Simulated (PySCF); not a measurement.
# CH4F2Ge (SMILES [CH3][GeH]([F])[F]) at 6 levels

We compute a comparison of 6 runs (HF/STO-3G, HF/6-311G**, HF/cc-pVTZ, B3LYP/6-31G*, BP86/6-311G**) of CH4F2Ge. Input form: a Python script.

The calculation is run with PySCF 2.14.0.

## Step 1: The structure to begin with

The species is CH4F2Ge (8 atoms), meant as a singlet with charge 0. As SMILES, `[CH3][GeH]([F])[F]`. The shape is that of a PBE0-D4/def2-TZVP optimisation.

Bond lengths: C1–Ge2 1.922 Å, Ge2–F3 1.731 Å, Ge2–F4 1.731 Å, C1–H5 1.090 Å, C1–H6 1.090 Å, C1–H7 1.090 Å, Ge2–H8 1.531 Å. Some angles: C1–Ge2–F3 108.5°, C1–Ge2–F4 108.5°, F3–Ge2–F4 104.3°, C1–Ge2–H8 120.4°, F3–Ge2–H8 107.1°, F4–Ge2–H8 107.1°, Ge2–C1–H5 110.1°, Ge2–C1–H6 110.1°, Ge2–C1–H7 108.9°, H5–C1–H6 109.3°.

## Step 2: Energy and gradient at HF/STO-3G (run 1)

input.py reads:

```python
# [CH3][GeH]([F])[F]
import pyscf.grad
from pyscf import gto, scf

mol = gto.M(
    atom='''
C   -0.327500   0.971500  -0.228700
Ge   0.203500  -0.811600   0.254400
F    1.873600  -0.782400   0.707300
F    0.164100  -1.799000  -1.166500
H   -1.357000   0.970900  -0.588000
H   -0.248000   1.632700   0.634700
H    0.329200   1.333300  -1.020100
H   -0.545800  -1.572800   1.351200
''',
    max_memory=1860,
    verbose=4,
    charge=0,
    basis='sto-3g',
)

calc0 = scf.RHF(mol)
calc0.conv_tol = 1e-10
calc0.kernel()
if not calc0.converged:
    calc0 = calc0.newton().run(calc0.mo_coeff, calc0.mo_occ)

e_final = calc0.e_tot
print('Final energy', e_final)
grad = calc0.Gradients().kernel()
calc0.analyze()
```

Started as:

```bash
$ OMP_NUM_THREADS=1 python input.py
```

Log:

```text
PySCF version 2.14.0

[... 76 lines left out ...]
Total Energy =                       -2287.604012934769344
[... 7 lines left out ...]
MO #1   energy= -400.609334803913  occ= 2
[... 5 lines left out ...]
MO #7   energy= -25.8129194939686  occ= 2
[... 5 lines left out ...]
MO #13  energy= -1.41956225449634  occ= 2
[... 5 lines left out ...]
MO #19  energy= -0.717147561377318 occ= 2
[... 5 lines left out ...]
MO #25  energy= -0.469259403283785 occ= 2
[... 5 lines left out ...]
MO #31  energy= 0.428348760093579  occ= 0
[... 5 lines left out ...]
MO #37  energy= 0.733424903841638  occ= 0
[... 48 lines left out ...]
Dipole moment(X, Y, Z, Debye): -1.42288,  1.01616,  0.74676
```

Wall time 3.6 s (1 thread of Intel Xeon at 2.50GHz (Skylake/Cascade Lake), shared host); peak memory 0.12 GiB.

## Step 3: Energy and forces at HF/6-311G(d,p) (run 2)

run.py reads:

```python
# [CH3][GeH]([F])[F]
import pyscf.grad
from pyscf import gto

mol = gto.M(
    atom='''
C     -0.327500     0.971500    -0.228700
Ge     0.203500    -0.811600     0.254400
F      1.873600    -0.782400     0.707300
F      0.164100    -1.799000    -1.166500
H     -1.357000     0.970900    -0.588000
H     -0.248000     1.632700     0.634700
H      0.329200     1.333300    -1.020100
H     -0.545800    -1.572800     1.351200
''',
    basis='6-311g**',
    max_memory=1860,
    charge=0,
    verbose=3,
)

mf = mol.RHF()
mf.conv_tol = 1e-10
mf.kernel()
if not mf.converged:
    mf = mf.newton().run(mf.mo_coeff, mf.mo_occ)

energy = mf.e_tot
print('E(%s) = %.9f' % ('HF', energy))
grad = mf.Gradients().kernel()
mf.analyze()
```

Started as:

```bash
$ OMP_NUM_THREADS=1 python run.py
```

Log:

```text
converged SCF energy = -2314.5446322332
[... 11 lines left out ...]
MO #2   energy= -52.2022349839056  occ= 2
[... 14 lines left out ...]
MO #17  energy= -1.69688833766787  occ= 2
[... 14 lines left out ...]
MO #32  energy= 0.134683748087728  occ= 0
[... 14 lines left out ...]
MO #47  energy= 0.660210374028692  occ= 0
[... 14 lines left out ...]
MO #62  energy= 1.40441542140338   occ= 0
[... 14 lines left out ...]
MO #77  energy= 2.23628308410183   occ= 0
[... 14 lines left out ...]
MO #92  energy= 3.53277361097087   occ= 0
[... 14 lines left out ...]
MO #107 energy= 5.20719111154901   occ= 0
[... 14 lines left out ...]
MO #122 energy= 850.690567380022   occ= 0
[... 9 lines left out ...]
Dipole moment(X, Y, Z, Debye): -2.63988,  2.26977,  1.17731
```

Run time: 44 s. Hardware: 1 thread of Intel Xeon at 2.50GHz (Skylake/Cascade Lake), shared host; peak memory 0.33 GiB.

Run 3 isn't shown in full; the table further down has it.

## Step 4: Energy and gradient at B3LYP/6-31G(d) (spherical functions) (run 4)

input.xyz reads:

```xyz
8

C     -0.327500     0.971500    -0.228700
Ge     0.203500    -0.811600     0.254400
F      1.873600    -0.782400     0.707300
F      0.164100    -1.799000    -1.166500
H     -1.357000     0.970900    -0.588000
H     -0.248000     1.632700     0.634700
H      0.329200     1.333300    -1.020100
H     -0.545800    -1.572800     1.351200
```

calc.py reads:

```python
from pyscf import gto, dft

mol = gto.Mole()
mol.atom = 'input.xyz'
mol.verbose = 4
mol.max_memory = 1860
mol.spin = 0
mol.basis = '6-31g*'
mol.build()

ks = dft.RKS(mol)
ks.xc = 'b3lyp'
ks.grids.level = 5
ks.conv_tol = 1e-10
ks.kernel()
if not ks.converged:
    ks = ks.newton().run(ks.mo_coeff, ks.mo_occ)

e_tot = ks.e_tot
print(f'total energy: {e_tot:.8f} hartree')
grad = ks.nuc_grad_method().kernel()
dip = ks.dip_moment()
pop, q = ks.mulliken_pop()
```

Started as:

```bash
$ OMP_NUM_THREADS=1 python calc.py
```

Log:

```text
PySCF version 2.14.0

[... 76 lines left out ...]
converged SCF energy = -2317.02990608648
total energy: -2317.02990609 hartree
[... 12 lines left out ...]
Dipole moment(X, Y, Z, Debye): -2.16461,  2.00959,  0.88477
[... 91 lines left out ...]
charge of    7H =      0.02154
```

It took 69 s on 1 thread of Intel Xeon at 2.50GHz (Skylake/Cascade Lake), shared host; peak memory 0.81 GiB.

Run 5 isn't shown in full; the table further down has it.

## Step 5: Energy and gradient at BP86/6-311G(d,p) (run 6)

input.xyz is that of step 4.

run.py reads:

```python
# [CH3][GeH]([F])[F]
from pyscf import gto, dft

mol = gto.M(
    atom='input.xyz',
    max_memory=1860,
    spin=0,
    verbose=4,
    basis='6-311g**',
)

mf = dft.RKS(mol, xc='bp86')
mf.grids.level = 5
mf.conv_tol = 1e-10
mf.kernel()
if not mf.converged:
    mf = mf.newton().run(mf.mo_coeff, mf.mo_occ)

etot = mf.e_tot
print('Final energy', etot)
grad = mf.nuc_grad_method().kernel()
mf.analyze()
```

Started as:

```bash
$ OMP_NUM_THREADS=1 python run.py
```

Log:

```text
PySCF version 2.14.0

[... 82 lines left out ...]
Final energy -2317.5768469828477
[... 30 lines left out ...]
MO #10  energy= -4.24014247734376  occ= 2
[... 15 lines left out ...]
MO #26  energy= -0.373183786062455 occ= 2
[... 15 lines left out ...]
MO #42  energy= 0.247915396078168  occ= 0
[... 15 lines left out ...]
MO #58  energy= 0.955817666325791  occ= 0
[... 15 lines left out ...]
MO #74  energy= 1.68393185951289   occ= 0
[... 15 lines left out ...]
MO #90  energy= 2.61160798780299   occ= 0
[... 15 lines left out ...]
MO #106 energy= 4.55163811287222   occ= 0
[... 15 lines left out ...]
MO #122 energy= 841.749031894252   occ= 0
[... 133 lines left out ...]
Dipole moment(X, Y, Z, Debye): -2.18890,  2.05240,  0.88378
```

It took 98 s on 1 thread of Intel Xeon at 2.50GHz (Skylake/Cascade Lake), shared host; peak memory 1.3 GiB.

## Step 6: Overview of the runs

```
run                               level  integration grid  Cartesian functions   energy (Eh)  dipole moment (D)  HOMO energy (eV)  LUMO energy (eV)  wall time
  1                           HF/STO-3G                 –                   no  -2287.604013               1.90             -9.87             11.66      3.6 s
  2                         HF/6-311G**                 –                   no  -2314.544632               3.68            -12.95              3.57       44 s
  3                          HF/cc-pVTZ                 –                   no  -2314.666571               3.43            -12.87              3.33    4.4 min
  4  B3LYP/6-31G* (spherical functions)                 5                   no  -2317.029906               3.08             -8.93              0.69       69 s
  5  B3LYP/6-31G* (Cartesian functions)                 5                  yes  -2317.039688               3.07             -8.93              0.66       54 s
  6                       BP86/6-311G**                 5                   no  -2317.576847               3.13             -8.03             -0.37       98 s
```

## Step 7: Summary of results

```
                       quantity           value
            run 6: total energy  -2317.57685 Eh
           run 6: dipole moment          3.13 D
             run 6: HOMO energy        -8.03 eV
             run 6: LUMO energy        -0.37 eV
           run 6: HOMO–LUMO gap         7.66 eV
run 6: largest force on an atom      0.988 eV/Å
```

What this shows: The dipole moment (its size) runs from 1.90 D (HF/STO-3G) to 3.68 D (HF/6-311G**). The HOMO–LUMO gap runs from 7.66 eV (BP86/6-311G**) to 21.53 eV (HF/STO-3G). The two ends differ in method and basis. Totals of different functionals can't be ranked against each other. In run 1 the basis is minimal, so the values are rough. All runs together took 8.8 min, the longest 4.4 min.
